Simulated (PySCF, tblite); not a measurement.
**C₇H₁₄OSi: infrared bands and NMR shifts**

Wanted: the infrared bands and NMR shifts of C₇H₁₄OSi (`C=C/C(=C\CO[SiH3])CC`), by calculation.

Computed with tblite 0.8.0 and PySCF 2.14.0, with density-fitted response routines of our own, on a single molecule in the gas phase. Atoms are numbered from 0 throughout.

### Step 1. The molecule as given

23 atoms, charge 0, multiplicity 1; geometry from: GFN2-xTB.

Bonds of the start (Å): C0–C1 1.33, C1–C2 1.46, C2–C3 1.34, C3–C4 1.50, C4–O5 1.40, O5–Si6 1.62, C2–C7 1.51, C7–C8 1.53, C0–H9 1.08, C0–H10 1.08, C1–H11 1.08, C3–H12 1.08, C4–H13 1.10, C4–H14 1.10, Si6–H15 1.45, Si6–H16 1.47, Si6–H17 1.47, C7–H18 1.09, C7–H19 1.09, C8–H20 1.09, C8–H21 1.09, C8–H22 1.09.

### Step 2. Harmonic vibrations with GFN2-xTB

What the job is given:

```
{"job": {"kind": "ir", "xc": "GFN2-xTB", "basis": "xTB"}, "charge": 0, "multiplicity": 1}
C     -1.377134    -0.687127     2.656972
C     -0.484991    -0.519564     1.685960
C     -0.757479    -0.467564     0.257021
C      0.218032    -0.244184    -0.630854
C      1.667984    -0.002475    -0.339630
O      2.344229     0.248042    -1.536583
Si     3.884611     0.676574    -1.776909
C     -2.176061    -0.628584    -0.224844
C     -2.931959     0.698818    -0.145416
H     -1.074833    -0.716888     3.690296
H     -2.431569    -0.799008     2.474352
H      0.556950    -0.412746     1.956461
H     -0.011039    -0.216327    -1.687039
H      1.788720     0.856371     0.336148
H      2.116649    -0.876666     0.155157
H      3.864014     0.808099    -3.223369
H      4.201749     1.926095    -1.076829
H      4.809893    -0.351714    -1.287862
H     -2.169683    -0.970836    -1.260993
H     -2.691086    -1.381308     0.372978
H     -3.958832     0.571316    -0.480241
H     -2.450936     1.440521    -0.778618
H     -2.941981     1.076140     0.873921
```

**Question.** This job is followed by: GIAO PBE0/pcSseg-1 NMR shielding, non-relativistic, gas phase. Predict these results of the whole session: strongest single infrared mode (GFN2-xTB); zero-point energy (GFN2-xTB); 13C shifts against TMS (PBE0/pcSseg-1); 1H shifts against TMS (PBE0/pcSseg-1, means over atoms taken as alike); 17O shifts against H2O (PBE0/pcSseg-1); 29Si shifts against TMS (PBE0/pcSseg-1).

As calculated:

```
                                                              quantity                                               value
                             strongest single infrared mode (GFN2-xTB)                               2206 cm⁻¹, 417 km/mol
                                          zero-point energy (GFN2-xTB)                                      116.5 kcal/mol
                                13C shifts against TMS (PBE0/pcSseg-1)    144.5, 142.5, 138.8, 119.4, 66.8, 30.7, 19.0 ppm
1H shifts against TMS (PBE0/pcSseg-1, means over atoms taken as alike)  6.45, 5.98, 5.49, 5.44, 4.92, 4.77, 2.28, 1.14 ppm
                                17O shifts against H2O (PBE0/pcSseg-1)                                             9.9 ppm
                               29Si shifts against TMS (PBE0/pcSseg-1)                                           -37.9 ppm
```

All 63 modes are real, so the xTB geometry is a minimum. The strongest single mode, at 2206 cm⁻¹, moves mainly H17 and H16. GFN2-xTB is a fitted tight-binding method: band positions and strengths are rough. Its intensities can rank the bands wrongly.
